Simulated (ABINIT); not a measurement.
# Cd2S (P3m1) in ABINIT: notebook

The runs below take Cd2S through single point, with PW91, LDA, PBE.

All numbers are computed with ABINIT 10.8.3 (patched build); they aren't measurements. Logs are shortened: lines on timing, memory, paths and dates and some standing lists are left out, and cuts for length are marked. The log counts tension as positive stress, the text compression.

## (1) Starting point

It takes space group P3m1 (No. 156, trigonal). Conventional cell: a = 3.963 Å, b = 3.963 Å, c = 5.809 Å, α = 90.00°, β = 90.00°, γ = 120.00°. Cd (site symmetry 3m) has 1 S at 2.52 Å as nearest neighbours. Cd (site symmetry 3m) has 3 S at 2.60 Å as nearest neighbours. Around S (site symmetry 3m) lie 4 Cd at 2.52 to 2.60 Å.

The cell comes from a database or a generator and needn't be the stable form of this composition.

## (2) Single point, PW91 (cell stretched)

Input file run.abi:

```
pp_dirpath "./"
pseudos "Cd.GGA_PBE-ansatz.xml, S.GGA_PBE-ansatz.xml"

acell 7.6829504318 7.6829504319 11.2630457831
rprim
     1.0000000000     0.0000000000     0.0000000000
    -0.5000000000     0.8660254038     0.0000000000
     0.0000000000     0.0000000000     1.0000000000
ntypat 2
znucl 48 16
natom 3
typat 1 1 2
xred
     0.3333333333     0.6666666667     0.9327170000
     0.6666666667     0.3333333333     0.5787350000
     0.3333333333     0.6666666667     0.3657050000
chkprim 0
chksymtnons 0
tolsym 1.0e-6

ecut 14.0
pawecutdg 28.0
pawxcdev 0

kptopt 1
ngkpt 6 6 4
nshiftk 1
shiftk 0.0 0.0 0.0

ixc -109134

nband 28
occopt 3
tsmear 0.05 eV

nstep 100
tolvrs 1.0e-9

iomode 3
prtwf 0
prteig 0
prtebands 0
prtden 1
prtvha 1
prtvclmb 1
prtpot 1
```

Potentials or basis: Ansatz PAW PBE default generated set, frozen core.

Started as:

```console
abinit run.abi > log 2>&1
```

run.abo:

```text
[... set-up lines left out ...]
 ETOT  1  -346.26691083862    -3.463E+02 4.948E+00 5.327E+00
 ETOT  2  -348.15350203246    -1.887E+00 1.891E-02 4.409E+00
 ETOT  3  -348.14307736801     1.042E-02 6.517E-03 9.024E-01
 ETOT  4  -348.14060561150     2.472E-03 3.752E-03 3.490E-02
 ETOT  5  -348.14045796530     1.476E-04 2.647E-04 1.906E-03
 ETOT  6  -348.14046697207    -9.007E-06 9.159E-05 3.609E-04
 ETOT  7  -348.14046836780    -1.396E-06 3.714E-05 9.476E-05
 ETOT  8  -348.14046884980    -4.820E-07 1.302E-05 2.365E-05
 ETOT  9  -348.14046905565    -2.059E-07 5.102E-06 3.447E-06
 ETOT 10  -348.14046907088    -1.523E-08 1.845E-06 1.120E-06
 ETOT 11  -348.14046908618    -1.530E-08 7.207E-07 1.167E-07
 ETOT 12  -348.14046908925    -3.074E-09 2.644E-07 2.379E-08
 ETOT 13  -348.14046908932    -7.071E-11 1.028E-07 4.032E-09
 ETOT 14  -348.14046908940    -7.435E-11 4.015E-08 5.840E-10

 At SCF step   14       nres2   =  5.84E-10 < tolvrs=  1.00E-09 =>converged.

 Cartesian components of stress tensor (hartree/bohr^3)
  sigma(1 1)=  8.92065779E-05  sigma(3 2)=  0.00000000E+00
  sigma(2 2)=  8.92065768E-05  sigma(3 1)=  0.00000000E+00
  sigma(3 3)=  1.35319952E-04  sigma(2 1)=  1.27848535E-13

--- !ResultsGS
iteration_state: {dtset: 1, }
comment   : Summary of ground state results
lattice_vectors:
- [  7.6829504,   0.0000000,   0.0000000, ]
- [ -3.8414752,   6.6536303,   0.0000000, ]
- [  0.0000000,   0.0000000,  11.2630458, ]
lattice_lengths: [   7.68295,    7.68295,   11.26305, ]
lattice_angles: [ 90.000,  90.000, 120.000, ] # degrees, (23, 13, 12)
lattice_volume:   5.7576140E+02
convergence: {deltae: -7.435E-11, res2:  5.840E-10, residm:  4.015E-08, diffor: null, }
etotal    :  -3.48140469E+02
entropy   :   0.00000000E+00
fermie    :   5.52491738E-02
cartesian_stress_tensor: # hartree/bohr^3
- [  8.92065779E-05,   1.27848535E-13,   0.00000000E+00, ]
- [  1.27848535E-13,   8.92065768E-05,   0.00000000E+00, ]
- [  0.00000000E+00,   0.00000000E+00,   1.35319952E-04, ]
pressure_GPa:  -3.0768E+00
xred      :
- [  3.3333E-01,   6.6667E-01,   9.3272E-01, Cd]
- [  6.6667E-01,   3.3333E-01,   5.7873E-01, Cd]
- [  3.3333E-01,   6.6667E-01,   3.6571E-01,  S]
cartesian_forces: # hartree/bohr
- [ -1.86917443E-28,  -1.07916836E-28,   3.36114945E-03, ]
- [  3.73834887E-28,  -1.07916836E-27,  -6.01774975E-03, ]
- [ -1.86917443E-28,   1.18708520E-27,   2.65660031E-03, ]
force_length_stats: {min:   2.65660031E-03, max:   6.01774975E-03, mean:   4.01183317E-03, }
...

 Integrated electronic density in atomic spheres:
 ------------------------------------------------
 Atom  Sphere_radius  Integrated_density
    1        2.63806         18.57989177
    2        2.63806         18.64411765
    3        2.49066          5.24829176

================================================================================

 ----iterations are completed or convergence reached----

 Mean square residual over all n,k,spin=   15.169E-11; max=  40.147E-09
 reduced coordinates (array xred) for    3 atoms
       0.333333333300      0.666666666700      0.932717000000
       0.666666666633      0.333333333367      0.578735000000
       0.333333333300      0.666666666700      0.365705000000
 rms dE/dt=  2.7734E-02; max dE/dt=  6.7609E-02; dE/dt below (all hartree)
    1      -0.000000000000      0.000000000000     -0.038025475876
    2      -0.000000000000      0.000000000000      0.067609495179
    3      -0.000000000000      0.000000000000     -0.030090106660

 cartesian coordinates (angstrom) at end:
    1     -0.00000000022092     2.34729966396515     5.55913056905492
    2      2.03282113891177     1.17364983204126     3.44934576069912
    3     -0.00000000022092     2.34729966396515     2.17965561339209

 cartesian forces (hartree/bohr) at end:
    1     -0.00000000000000    -0.00000000000000     0.00336114944563
    2      0.00000000000000    -0.00000000000000    -0.00601774975169
    3     -0.00000000000000     0.00000000000000     0.00265660030606
 frms,max,avg= 2.4623422E-03 6.0177498E-03   0.000E+00  0.000E+00  1.498E-05 h/b

 cartesian forces (eV/Angstrom) at end:
    1     -0.00000000000000    -0.00000000000000     0.17283725370839
    2      0.00000000000000    -0.00000000000000    -0.30944513399712
    3     -0.00000000000000     0.00000000000000     0.13660788028873
 frms,max,avg= 1.2661873E-01 3.0944513E-01   0.000E+00  0.000E+00  7.702E-04 e/A
 length scales=  7.682950431800  7.682950431900 11.263045783100 bohr
              =  4.065642278248  4.065642278301  5.960147149730 angstroms
 Fermi (or HOMO) energy (hartree) =   0.05525   Average Vxc (hartree)=  -0.32765
 Eigenvalues (hartree) for nkpt=  24  k points:
 kpt#   1, nband= 28, wtk=  0.00694, kpt=  0.0000  0.0000  0.0000 (reduced coord)
  -3.70975   -3.69986   -2.27922   -2.27922   -2.27717   -2.26894   -2.26862   -2.26862
  -0.40384   -0.25713   -0.25713   -0.25353   -0.25353   -0.25114   -0.24459   -0.24459
  -0.24398   -0.23368   -0.23368   -0.10875   -0.07988    0.02179    0.02179    0.15547
   0.22282    0.29037    0.29037    0.33511
      occupation numbers for kpt#   1
   2.00000    2.00000    2.00000    2.00000    2.00000    2.00000    2.00000    2.00000
   2.00000    2.00000    2.00000    2.00000    2.00000    2.00000    2.00000    2.00000
   2.00000    2.00000    2.00000    2.00000    2.00000    2.00000    2.00000    0.00000
   0.00000    0.00000    0.00000    0.00000
 prteigrs : prtvol=0 or 1, do not print more k-points.

--- !EnergyTerms
iteration_state     : {dtset: 1, }
comment             : Components of total free energy in Hartree
kinetic             :  4.09200262292875E+01
hartree             :  1.35439451216605E+02
xc                  : -1.65656096215790E+01
Ewald energy        : -1.86856017484328E+02
psp_core            :  9.74402887145349E+00
local_psp           : -3.03934282250783E+02
PAW spherical_terms : -2.68879019655996E+01
internal            : -3.48140305004944E+02
'-kT*entropy'       : -1.77653403813481E-04
total_energy        : -3.48140482658347E+02
total_energy_eV     : -9.47338514147854E+03
...

--- !EnergyTermsDC
iteration_state     : {dtset: 1, }
comment             : '"Double-counting" decomposition of free energy'
band_energy         : -4.81177600235427E+01
Ewald energy        : -1.86856017484328E+02
psp_core            :  9.74402887145349E+00
xc_dc               : -1.32534913156654E+02
PAW spherical_terms :  9.62437035707576E+00
internal            : -3.48140291435995E+02
'-kT*entropy'       : -1.77653403813481E-04
total_energy_dc     : -3.48140469089399E+02
total_energy_dc_eV  : -9.47338477224864E+03
...

--- !EnergyTermsWithPAWCore
iteration_state     : {dtset: 1, }
comment             : 'Components of total free energy, including PAW core contributions'
Total energy        : -1.12797679291139E+04
Total energy DC     : -1.12797679155450E+04
Total energy (eV)   : -3.06938121884148E+05
Total energy DC (eV): -3.06938121514918E+05
...

 Cartesian components of stress tensor (hartree/bohr^3)
  sigma(1 1)=  8.92065779E-05  sigma(3 2)=  0.00000000E+00
  sigma(2 2)=  8.92065768E-05  sigma(3 1)=  0.00000000E+00
  sigma(3 3)=  1.35319952E-04  sigma(2 1)=  1.27848535E-13

-Cartesian components of stress tensor (GPa)         [Pressure= -3.0768E+00 GPa]
- sigma(1 1)=  2.62454813E+00  sigma(3 2)=  0.00000000E+00
- sigma(2 2)=  2.62454810E+00  sigma(3 1)=  0.00000000E+00
- sigma(3 3)=  3.98125045E+00  sigma(2 1)=  3.76143376E-09

== END DATASET(S) ==============================================================
================================================================================

 -outvars: echo values of variables after computation  --------
            acell      7.6829504318E+00  7.6829504319E+00  1.1263045783E+01 Bohr
           etotal     -3.4814046909E+02
            fcart     -1.8691744338E-28 -1.0791683625E-28  3.3611494456E-03
                       3.7383488677E-28 -1.0791683625E-27 -6.0177497517E-03
                      -1.8691744338E-28  1.1870851987E-27  2.6566003061E-03
            rprim      1.0000000000E+00  0.0000000000E+00  0.0000000000E+00
                      -5.0000000000E-01  8.6602540380E-01  0.0000000000E+00
                       0.0000000000E+00  0.0000000000E+00  1.0000000000E+00
           strten      8.9206577878E-05  8.9206576823E-05  1.3531995245E-04
                       0.0000000000E+00  0.0000000000E+00  1.2784853477E-13
           xangst     -2.2092126062E-10  2.3472996640E+00  5.5591305691E+00
                       2.0328211389E+00  1.1736498320E+00  3.4493457607E+00
                      -2.2092126062E-10  2.3472996640E+00  2.1796556134E+00
             xred      3.3333333330E-01  6.6666666670E-01  9.3271700000E-01
                       6.6666666663E-01  3.3333333337E-01  5.7873500000E-01
                       3.3333333330E-01  6.6666666670E-01  3.6570500000E-01
 Calculation completed.
```

Wall time 64 s (1 thread of Intel Xeon 6975P-C (Granite Rapids), shared host); peak memory 0.3 GiB.

Results:

| Item | Value |
| --- | --- |
| Free energy | -9473.3848 eV |
| Pressure | -3.1 GPa |
| Largest force | 0.309 eV/Å |
| Band gap on the k mesh | none (metal or under the smearing width) |

Forces in eV/Å, atoms in the order of the input:
```
Cd   0.000  0.000  0.173
Cd   0.000  0.000 -0.309
S    0.000  0.000  0.137
```

Stress tensor (GPa, compression positive):
```
-2.62  0.00  0.00
 0.00 -2.62  0.00
 0.00  0.00 -3.98
```

Caveat: this build's PW91 may differ from other programs'; the PAW data sets were made with another functional, which shifts forces and pressure a little; the atomic spheres overlap.

## (3) Single point, LDA

Input file run.abi:

```
pp_dirpath "./"
pseudos "Cd.upf, S.upf"

acell 7.4883611149 7.4883611149 10.9777818854
rprim
     1.0000000000     0.0000000000     0.0000000000
    -0.5000000000     0.8660254038     0.0000000000
     0.0000000000     0.0000000000     1.0000000000
ntypat 2
znucl 48 16
natom 3
typat 1 1 2
xred
     0.3333333333     0.6666666667     0.9327170000
     0.6666666667     0.3333333333     0.5787350000
     0.3333333333     0.6666666667     0.3657050000

ecut 1251.723767 eV

kptopt 1
ngkpt 6 6 4
nshiftk 1
shiftk 0.0 0.0 0.0

ixc 7

nband 28
occopt 3
tsmear 0.05 eV

nstep 100
tolvrs 1.0e-10

iomode 3
prtwf 0
prtden 0
prteig 0
prtebands 0
enunit 1
```

Potentials or basis: PseudoDojo NC SR LDA v0.4.1 standard.

Started as:

```console
mpirun --bind-to none -np 4 abinit run.abi > log 2>&1
```

run.abo:

```text
.Version 10.8.3 of ABINIT
 Symmetries : space group P3 m 1 (#156); Bravais hP (primitive hexag.)
================================================================================
 Values of the parameters that define the memory need of the present run
     intxc =       0    ionmov =       0      iscf =       7    lmnmax =       6
     lnmax =       6     mgfft =      72  mpssoang =       3    mqgrid =    3352
     natom =       3  nloc_mem =       1    nspden =       1   nspinor =       1
    nsppol =       1      nsym =       6    n1xccc =    2501    ntypat =       2
    occopt =       3   xclevel =       1
       mpw =        7990          nfft =      165888          nkpt =          24
================================================================================
================================================================================

--------------------------------------------------------------------------------
------------- Echo of variables that govern the present computation ------------
--------------------------------------------------------------------------------
 -outvars: echo values of preprocessed input variables --------
            acell      7.4883611149E+00  7.4883611149E+00  1.0977781885E+01 Bohr
              amu      1.12411000E+02  3.20660000E+01
             ecut      4.60000000E+01 Hartree
           enunit           1
              ixc           7
         kptrlatt        6    0    0      0    6    0      0    0    4
          kptrlen      4.39111275E+01
            natom           3
            nband          28
            ngfft          48      48      72
             nkpt          24
            nstep         100
             nsym           6
           ntypat           2
           occopt           3
           prtden           0
        prtebands           0
           prteig           0
            prtwf           0
            rprim      1.0000000000E+00  0.0000000000E+00  0.0000000000E+00
                      -5.0000000000E-01  8.6602540380E-01  0.0000000000E+00
                       0.0000000000E+00  0.0000000000E+00  1.0000000000E+00
          spgroup         156
           tolvrs      1.00000000E-10
[... 141 lines left out ...]
    3     -0.00000000019813     2.28784861811318     2.12445055892513

 cartesian forces (hartree/bohr) at end:
    1     -0.00000000000000     0.00000000000000     0.00050466639635
    2      0.00000000000000    -0.00000000000000    -0.00323834898189
    3     -0.00000000000000     0.00000000000000     0.00273368258554
 frms,max,avg= 1.4226194E-03 3.2383490E-03   0.000E+00  0.000E+00 -1.922E-08 h/b

 cartesian forces (eV/Angstrom) at end:
    1     -0.00000000000000     0.00000000000000     0.02595098950384
    2      0.00000000000000    -0.00000000000000    -0.16652259997149
    3     -0.00000000000000     0.00000000000000     0.14057161046765
 frms,max,avg= 7.3154029E-02 1.6652260E-01   0.000E+00  0.000E+00 -9.882E-07 e/A
 length scales=  7.488361114900  7.488361114900 10.977781885400 bohr
              =  3.962670046329  3.962670046329  5.809191996076 angstroms
 Fermi (or HOMO) energy (eV) =   5.19021   Average Vxc (eV)=  -9.93716
 Eigenvalues (   eV  ) for nkpt=  24  k points:
 kpt#   1, nband= 28, wtk=  0.00694, kpt=  0.0000  0.0000  0.0000 (reduced coord)
 -96.99491  -96.75173  -58.15104  -58.15104  -58.11032  -57.90105  -57.89458  -57.89458
  -7.58467   -3.30936   -3.30936   -3.22007   -3.22007   -3.14065   -2.96669   -2.92935
  -2.92935   -2.58155   -2.58155    0.50420    1.28221    4.34127    4.34127    8.02492
   9.92696   11.70307   11.70307   13.16327
 prteigrs : prtvol=0 or 1, do not print more k-points.

--- !EnergyTerms
iteration_state     : {dtset: 1, }
comment             : Components of total free energy in Hartree
kinetic             :  1.26358402051745E+02
hartree             :  1.26692902154760E+02
xc                  : -5.12122461332460E+01
Ewald energy        : -1.91711577232878E+02
psp_core            :  4.77916366079244E+00
local_psp           : -3.85718534940648E+02
non_local_psp       :  9.16984942131878E+00
internal            : -3.61642041018156E+02
'-kT*entropy'       : -1.64877495788402E-04
total_energy        : -3.61642205895652E+02
total_energy_eV     : -9.84078574747516E+03
band_energy         : -4.18095396599296E+01
...

 Cartesian components of stress tensor (hartree/bohr^3)
  sigma(1 1)=  1.71531501E-04  sigma(3 2)=  0.00000000E+00
  sigma(2 2)=  1.71531501E-04  sigma(3 1)=  0.00000000E+00
  sigma(3 3)=  2.24861773E-04  sigma(2 1)=  0.00000000E+00

-Cartesian components of stress tensor (GPa)         [Pressure= -5.5696E+00 GPa]
- sigma(1 1)=  5.04663101E+00  sigma(3 2)=  0.00000000E+00
- sigma(2 2)=  5.04663100E+00  sigma(3 1)=  0.00000000E+00
- sigma(3 3)=  6.61566176E+00  sigma(2 1)=  0.00000000E+00

== END DATASET(S) ==============================================================
================================================================================

 -outvars: echo values of variables after computation  --------
            acell      7.4883611149E+00  7.4883611149E+00  1.0977781885E+01 Bohr
           etotal     -3.6164220590E+02
            fcart     -3.8354919863E-28  6.6432669922E-28  5.0466639635E-04
                       7.6709839727E-28 -1.3286533984E-27 -3.2383489819E-03
                      -3.8354919863E-28  6.6432669922E-28  2.7336825855E-03
            rprim      1.0000000000E+00  0.0000000000E+00  0.0000000000E+00
                      -5.0000000000E-01  8.6602540380E-01  0.0000000000E+00
                       0.0000000000E+00  0.0000000000E+00  1.0000000000E+00
           strten      1.7153150146E-04  1.7153150113E-04  2.2486177265E-04
                       0.0000000000E+00  0.0000000000E+00  0.0000000000E+00
           xangst     -1.9813379679E-10  2.2878486181E+00  5.4183321310E+00
                       1.9813350230E+00  1.1439243091E+00  3.3619827298E+00
                      -1.9813379679E-10  2.2878486181E+00  2.1244505589E+00
             xred      3.3333333330E-01  6.6666666670E-01  9.3271700000E-01
                       6.6666666663E-01  3.3333333337E-01  5.7873500000E-01
                       3.3333333330E-01  6.6666666670E-01  3.6570500000E-01
 Calculation completed.
```

Wall time 73 s (4 MPI ranks of Arm Neoverse V2, shared host); peak memory 0.44 GiB.

Results:

- Free energy: -9840.7857 eV
- Largest force: 0.167 eV/Å
- Band gap on the k mesh: 0.08 eV, indirect (least direct gap 0.42 eV)
- Valence electrons inside the program's atomic spheres: Cd 17.14; S 3.85

Forces in eV/Å, atoms in the order of the input:
```
Cd   0.000  0.000  0.026
Cd   0.000  0.000 -0.167
S    0.000  0.000  0.141
```

Levels at points of the mesh, in eV from the valence-band top:
| k point | band 20 | band 21 | band 22 | band 23 | band 24 | band 25 | band 26 | band 27 |
| --- | --- | --- | --- | --- | --- | --- | --- | --- |
| (0.00, 0.00, 0.00) | -4.66 | -3.88 | -0.83 | -0.83 | 2.86 | 4.76 | 6.54 | 6.54 |
| (0.50, 0.00, 0.00) | -4.64 | -3.14 | -1.71 | -1.50 | 0.40 | 2.88 | 4.46 | 5.58 |
| (0.00, 0.00, 0.50) | -6.14 | -0.75 | -0.75 | -0.36 | 0.84 | 4.47 | 6.11 | 6.11 |
| (0.50, 0.00, 0.50) | -4.24 | -3.90 | -1.50 | -1.17 | 1.38 | 3.07 | 4.24 | 5.41 |

Caveat: the cutoff is too short for stress, so the log's stress isn't used.

(Part 1 of 2 ends here.)
